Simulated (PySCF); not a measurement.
# CdSe: the SCF solver's settings

Do solver options change the result for CdSe, or only the number of cycles?

Method: method and basis as typed in the scripts; program: PySCF 2.14.0.

4 further runs of the same task are left out: 4 that didn't finish.

### Step 1. Where the work starts

CdSe: 2 atoms, charge 0, spin multiplicity 1.

Bond lengths: Cd1–Se2 2.339 Å.

### Step 2. Base script

The input, input.py:

```python
from pyscf import gto, scf, mp

mol = gto.M(
    atom='Cd 0 0 0; Se 0 0 2.339',
    basis='def2-svp',
    ecp={'Cd': 'def2-svp'},
    charge=0,
    spin=0,
    verbose=4,
)
mf = scf.RHF(mol)
mf.kernel()
mp.MP2(mf).kernel()
mf.dip_moment()
print('orbital energies (hartree):', mf.mo_energy[..., max(0, mol.nelec[1]-3):mol.nelec[0]+3].round(4))
```

Command:

```sh
> python input.py
```

Its log is not repeated here.

Base result: E(SCF) = -2566.352821 Eh, 11 cycles, E(MP2) − E(SCF) = -0.63688 Eh, μ = 7.06 D (of the SCF density).

The bond length is a typed value, not an optimised one.

### Step 3. Initial guess sap

Variant 1 changes initial guess: minao → sap.

The input, input.py:

```python
from pyscf import gto, scf, mp

mol = gto.M(
    atom='Cd 0 0 0; Se 0 0 2.339',
    basis='def2-svp',
    ecp={'Cd': 'def2-svp'},
    charge=0,
    spin=0,
    verbose=4,
)
mf = scf.RHF(mol)
mf.init_guess = 'sap'
mf.kernel()
mp.MP2(mf).kernel()
mf.dip_moment()
print('orbital energies (hartree):', mf.mo_energy[..., max(0, mol.nelec[1]-3):mol.nelec[0]+3].round(4))
```

Command:

```sh
> python input.py
```

### Step 4. Initial guess atom

Variant 2 changes initial guess: minao → atom.

Changes to input.py since step 2:

```diff
@@ -11,2 +11,3 @@
 mf = scf.RHF(mol)
+mf.init_guess = 'atom'
 mf.kernel()
```

### Step 5. Point-group symmetry on

Variant 3 changes point-group symmetry: off → on.

Changes to input.py since step 2:

```diff
@@ -8,2 +8,3 @@
     spin=0,
+    symmetry=True,
     verbose=4,
```

### Step 6. Level shift 0.5 hartree

Variant 4 changes level shift: none → 0.5 hartree.

Changes to input.py since step 2:

```diff
@@ -11,2 +11,3 @@
 mf = scf.RHF(mol)
+mf.level_shift = 0.5
 mf.kernel()
```

**Question.** What will these runs give? Wanted: for each run, E(SCF); from base; gap; SCF dipole; after the SCF.

The runs gave:

| run | E(SCF) (hartree) | from base (eV) | cycles | gap (eV) | SCF dipole (D) | after the SCF |
| --- | --- | --- | --- | --- | --- | --- |
| base | -2566.352821 | 0 | 11 | 6.66 | 7.06 | MP2 correlation -17.330 eV |
| initial guess sap | -2566.352821 | 0.0000 | 33 | 6.66 | 7.06 | MP2 correlation -17.330 eV |
| initial guess atom | -2566.352821 | 0.0000 | 11 | 6.66 | 7.06 | MP2 correlation -17.330 eV |
| point-group symmetry on | -2566.352821 | 0.0000 | 11 | 6.66 | 7.06 | MP2 correlation -17.330 eV |
| level shift 0.5 hartree | -2566.352821 | 0.0000 | 23 | 6.66 | 7.06 | MP2 correlation -17.330 eV |

Distance from each run's final energy (log10 hartree) by cycle:

| run | cycle 1 | cycle 2 | cycle 3 | cycle 5 | cycle 8 | cycle 12 |
| --- | --- | --- | --- | --- | --- | --- |
| base | -0.3 | -0.7 | -2.6 | -3.6 | -6.4 | done |
| initial guess sap | 2.5 | 2.4 | 2.5 | 2.5 | 2.3 | 2.3 |
| initial guess atom | -1.2 | -1.4 | -3.5 | -5.0 | -6.9 | done |
| point-group symmetry on | -0.3 | -0.7 | -2.6 | -3.6 | -6.4 | done |
| level shift 0.5 hartree | -0.7 | -1.8 | -2.1 | -2.5 | -3.3 | -4.8 |

What this shows: No change of the SCF energy comes from initial guess sap or initial guess atom or point-group symmetry on or level shift 0.5 hartree. The base needs 11 cycles and the run with initial guess sap needs 33.
